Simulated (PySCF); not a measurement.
# SHf2 at other levels of theory

Starting from one script, swap the method and compare what comes out for SHf2.

Method: method and basis as typed in the scripts; program: PySCF 2.14.0.

2 further runs of the same task are left out: 2 that didn't finish.

### 1 Where the work starts

SHf2: 3 atoms, charge 0, spin multiplicity 1.

Bond lengths: S1–Hf2 2.299 Å, S1–Hf3 2.299 Å. Angles: Hf2–S1–Hf3 180.0°.

### 2 The base run

Input file input.py:

```python
from pyscf import gto, scf, mp

mol = gto.M(
    atom='S 0 0 0; Hf 0 0 2.2994; Hf 0 0 -2.2994',
    basis='def2-svp',
    ecp={'Hf': 'def2-svp'},
    charge=0,
    spin=0,
    verbose=4,
)
mf = scf.RHF(mol)
mf.kernel()
mp.MP2(mf, frozen=5).kernel()
mf.dip_moment()
print('orbital energies (hartree):', mf.mo_energy[..., max(0, mol.nelec[1]-3):mol.nelec[0]+3].round(4))
```

Launch:

```bash
OMP_NUM_THREADS=1 python input.py
```

### 3 SCF alone

Variant 1 changes step after the SCF: mp2 → none.

Edit input.py of step 2 so:

```diff
@@ -1,2 +1,2 @@
-from pyscf import gto, scf, mp
+from pyscf import gto, scf
 
@@ -12,3 +12,2 @@
 mf.kernel()
-mp.MP2(mf, frozen=5).kernel()
 mf.dip_moment()
```

### 4 ROHF

Variant 2 changes SCF type: RHF → ROHF.

Edit input.py of step 2 so:

```diff
@@ -10,3 +10,3 @@
 )
-mf = scf.RHF(mol)
+mf = scf.ROHF(mol)
 mf.kernel()
```

### 5 Population analysis

Variant 3 changes step after the SCF: mp2 → analyze.

Edit input.py of step 2 so:

```diff
@@ -1,2 +1,2 @@
-from pyscf import gto, scf, mp
+from pyscf import gto, scf
 
@@ -12,3 +12,3 @@
 mf.kernel()
-mp.MP2(mf, frozen=5).kernel()
+mf.mulliken_pop()
 mf.dip_moment()
```

Before running it: what results should come out? Wanted: for each run, E(SCF); from base; gap; SCF dipole; after the SCF.

The runs gave:

```csv
run,E(SCF) (hartree),from base (eV),cycles,gap (eV),SCF dipole (D),after the SCF
base,-492.149284,0,12,4.94,0.00,"MP2 correlation -15.273 eV, core frozen"
SCF alone,-492.149284,0.0000,12,4.94,0.00,n/a
ROHF,-492.149284,0.0000,12,n/a,0.00,"MP2 correlation -15.273 eV, core frozen"
population analysis,-492.149284,0.0000,12,4.94,0.00,n/a
```

**Reading.** No change of the SCF energy comes from ROHF.
